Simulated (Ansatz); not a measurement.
# CH₅Cl₂GaSe: small, medium and large basis sets

An exercise on one series of results from a longer session: the logs are not shown, and one member is left open.

Method: one geometry, several basis sets; program: Ansatz 0.2.0, Gaussian basis.

Levels to be run: PBE0-D4/def2-SVP; ωB97M-V/def2-SVP; PBE0-D4/def2-QZVPP; ωB97M-V/def2-QZVPP; the functionals' def2-TZVPP values are taken from earlier runs.

## The relaxed structure

An earlier PBE0-D4 in a triple-zeta def2 set relaxation fixed the geometry.

SMILES `[CH3][Ga-]([Cl])([Cl])[SeH2+]`, 10 atoms, charge 0, spin multiplicity 1.

Atoms are counted from 1 here; the program's logs count them from 0.

Bond lengths: C1–Ga2 1.955 Å, C1–H6 1.092 Å, C1–H7 1.091 Å, C1–H8 1.091 Å, Ga2–Cl3 2.173 Å, Ga2–Cl4 2.173 Å, Ga2–Se5 2.699 Å, Se5–H9 1.470 Å, Se5–H10 1.470 Å. Angles: Ga2–C1–H6 109.1°, Ga2–C1–H7 110.6°, Ga2–C1–H8 110.6°, H6–C1–H7 108.4°, H6–C1–H8 108.4°, H7–C1–H8 109.6°, C1–Ga2–Cl3 120.1°, C1–Ga2–Cl4 120.1°, C1–Ga2–Se5 106.6°, Cl3–Ga2–Cl4 113.5°, Cl3–Ga2–Se5 93.9°, Cl4–Ga2–Se5 94.0°, Ga2–Se5–H9 97.7°, Ga2–Se5–H10 97.8°, H9–Se5–H10 91.6°.

Coordinates:

```xyz
10

C    -1.3852   -0.6508   -0.0184
Ga    0.5491   -0.7978   -0.2604
Cl    1.7648   -1.7878    1.2440
Cl    1.3926   -0.9005   -2.2600
Se    1.5764    1.6449    0.2519
H    -1.8443   -1.6215   -0.2154
H    -1.6232   -0.3580    1.0049
H    -1.8048    0.0767   -0.7143
H     0.8445    1.9086    1.4992
H     0.6132    2.4350   -0.5287
```

Set-up of the first run:

The input, in.yaml:

```yaml
crystal:
  periodic: [false, false, false]
  atoms:
    - {symbol: C, position_ang: [-1.385202, -0.650833, -0.018398]}
    - {symbol: Ga, position_ang: [0.549053, -0.797762, -0.260388]}
    - {symbol: Cl, position_ang: [1.764811, -1.787774, 1.243961]}
    - {symbol: Cl, position_ang: [1.392627, -0.900470, -2.260013]}
    - {symbol: Se, position_ang: [1.576392, 1.644872, 0.251883]}
    - {symbol: H, position_ang: [-1.844340, -1.621527, -0.215359]}
    - {symbol: H, position_ang: [-1.623184, -0.358021, 1.004929]}
    - {symbol: H, position_ang: [-1.804812, 0.076655, -0.714304]}
    - {symbol: H, position_ang: [0.844486, 1.908607, 1.499241]}
    - {symbol: H, position_ang: [0.613169, 2.434953, -0.528651]}
basis:
  gaussian: {orbitals: def2-SVP}
hamiltonian: {xc: pbe0, dispersion: d4}
output: {orbitals: {seedname: orbitals}}
```

On the command line:

```bash
$ ansatz run in.yaml --threads 4 --pin off --events-out ev --progress --plain --max-ram 11315MiB
```

Steps of the session up to this table: PBE0-D4 in def2-SVP; ωB97M-V in def2-SVP; PBE0-D4 in def2-QZVPP; ωB97M-V in def2-QZVPP.

One of the session's tables, all rows but one given; the rest of the session is left out.

It belongs to the step «Density functionals: the series». 

| functional | basis | HOMO (eV) |
| --- | --- | --- |
| PBE0-D4 | def2-SVP | -7.92 |
| PBE0-D4 | def2-TZVPP | -8.06 |
| PBE0-D4 | def2-QZVPP | -8.10 |
| ωB97M-V | def2-SVP | ? |
| ωB97M-V | def2-TZVPP | -10.23 |
| ωB97M-V | def2-QZVPP | -10.26 |

Q: Estimate the row for ωB97M-V, def2-SVP from the others.

As computed: HOMO (eV): -10.06. In the column «HOMO (eV)» it lies between ωB97M-V, def2-TZVPP (-10.23) and PBE0-D4, def2-QZVPP (-8.10).
